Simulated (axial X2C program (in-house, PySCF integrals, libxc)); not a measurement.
**SeS⁻: EOM-EA-CCSD levels**

Aim: EOM-EA-CCSD levels of SeS⁻, with spin–orbit coupling in the Hamiltonian from the start.

The runs use an in-house X2C program for linear molecules on PySCF integrals; two-component X2C with atomic mean-field terms, Se dyall-acv3z, S dyall-av3z.

All values are calculated.

## Step 1: Input

task.json reads:

```json
{"zs": [34, 16], "q": -1, "bas": ["dyall-acv3z", "dyall-av3z"], "r0": 2.01, "eom": "ea", "thr": -2.0, "nmax": 92, "grid": [1, 0.96, 1.045, 0.92, 1.09, 1.15], "rq": 0}
```

Keys: zs atomic numbers; q charge; bas basis sets; r0 starting distance in Å; eom kind of EOM run; thr threshold in hartree for freezing inner shells (an s shell follows its p shell); nmax most natural virtual spinors; grid distances as factors.

Command:

```sh
> python soeom.py task.json out
```

The runs that follow: EOM-EA-CCSD at 2.035 Å.

Q: Predict the outcome of this session. Wanted: next root led by one particle; T1 of the reference.

**Answer**, as computed:

| quantity | value |
| --- | --- |
| lowest root at 2.035 Å | Ω = 3/2, 1.678 eV |
| next root led by one particle | Ω = 1/2, about 19950 cm⁻¹ higher |
| T1 of the reference | 0.012 |

The added electron is bound by 1.68 eV in a spinor of 41% Se pπ, 33% S pπ, 11% Se dπ. The closed-shell reference lies 0.50 eV above the lowest determinant found, so these energies count from an excited configuration. Errors of 0.1 to 0.3 eV are usual at this size, and roots led by higher excitations are left out, so the list is incomplete, and low states of that kind can be missing. T1 or the largest double amplitude of the reference is raised, which lowers the reliability.
